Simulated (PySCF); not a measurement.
**LRC-wPBE/aug-pcseg-2 (density fitting with def2-universal-jkfit) run of SiSe (SMILES [Si][Se])**

Aim: the energy change on altering one bond length of SiSe at LRC-wPBE/aug-pcseg-2 (density fitting with def2-universal-jkfit), from 2 runs. The job is set up through a Python script.

The calculation is run with PySCF 2.14.0.

2 further runs of the same task are left out: 2 set aside as unsound or not needed.

### Step 1. The structure to begin with

SiSe has 2 atoms, charge 0, and is taken as a singlet. As SMILES, `[Si][Se]`. Geometry: a GFN2-xTB relaxation, a rough one for these elements and not checked as a minimum.

Bond lengths: Si1–Se2 2.125 Å.

### Step 2. Energy and gradient at LRC-wPBE/aug-pcseg-2 (density fitting with def2-universal-jkfit)

geometry.xyz

```xyz
2
SeSi
Si     0.000000     0.000000     0.000000
Se     0.000000     0.000000     2.124530
```

job.py

```python
import pyscf.grad
from pyscf import gto, dft

mol = gto.M(
    atom='geometry.xyz',
    max_memory=1860,
    basis='aug-pcseg-2',
    verbose=3,
    charge=0,
)

ks = dft.RKS(mol, xc='lrc-wpbe')
ks = ks.density_fit(auxbasis='def2-universal-jkfit')
ks.kernel()

energy = ks.e_tot
print('E = %.10f Eh' % energy)
grad = ks.Gradients().kernel()
```

Launch:

```sh
OMP_NUM_THREADS=1 python job.py
```

Log:

```text
converged SCF energy = -2690.6518660853
E = -2690.6518660853 Eh
--------------- DFRKS gradients ---------------
         x                y                z
0 Si    -0.0000000000    -0.0000000000    -0.0390652297
1 Se    -0.0000000000    -0.0000000000     0.0390730758
----------------------------------------------
```

Run time: 9 s. Hardware: 1 thread of Arm Neoverse V2, shared host; peak memory 0.63 GiB.

### Step 3. The distorted shape

start.xyz

```xyz
2
SeSi
Si     0.000000     0.000000     0.212453
Se     0.000000     0.000000     2.124530
```

job.py

```python
from pyscf import gto, dft

molecule = gto.Mole()
molecule.atom = 'start.xyz'
molecule.verbose = 3
molecule.basis = 'aug-pcseg-2'
molecule.spin = 0
molecule.max_memory = 1860
molecule.build()

myscf = dft.RKS(molecule)
myscf.xc = 'lrc-wpbe'
myscf = myscf.density_fit(auxbasis='def2-universal-jkfit')
myscf.kernel()

e_tot = myscf.e_tot
print(f'total energy: {e_tot:.8f} hartree')
grad = myscf.nuc_grad_method().kernel()
```

Launch:

```sh
OMP_NUM_THREADS=1 python job.py
```

Log:

```text
converged SCF energy = -2690.64378976187
total energy: -2690.64378976 hartree
--------------- DFRKS gradients ---------------
         x                y                z
0 Si    -0.0000000000     0.0000000000     0.0989154824
1 Se    -0.0000000000    -0.0000000000    -0.0989306327
----------------------------------------------
```

Wall time 8.7 s (1 thread of Arm Neoverse V2, shared host); peak memory 0.63 GiB.

### Step 4. Outcome

Level: LRC-wPBE/aug-pcseg-2 (density fitting with def2-universal-jkfit).

| quantity | value |
| --- | --- |
| first shape: total energy | -2690.65187 Eh |
| first shape: dipole moment | 1.76 D |
| first shape: HOMO energy | -9.81 eV |
| first shape: LUMO energy | -0.83 eV |
| first shape: HOMO–LUMO gap | 8.98 eV |
| first shape: largest force on an atom | 2.009 eV/Å |
| distorted shape: total energy | -2690.64379 Eh |
| distorted shape: dipole moment | 0.85 D |
| distorted shape: HOMO energy | -9.85 eV |
| distorted shape: LUMO energy | -0.29 eV |
| distorted shape: HOMO–LUMO gap | 9.56 eV |
| distorted shape: largest force on an atom | 5.087 eV/Å |
| energy change with the Si1–Se2 bond shortened from 2.125 to 1.912 Å | 0.220 eV |

With the Si1–Se2 bond shortened from 2.125 to 1.912 Å the energy rises by 0.22 eV (5.1 kcal/mol). The first shape isn't relaxed at this level, so the change isn't measured from a minimum. The largest force (first shape) is 2.01 eV/Å: the shape isn't a stationary point for this species at this level.
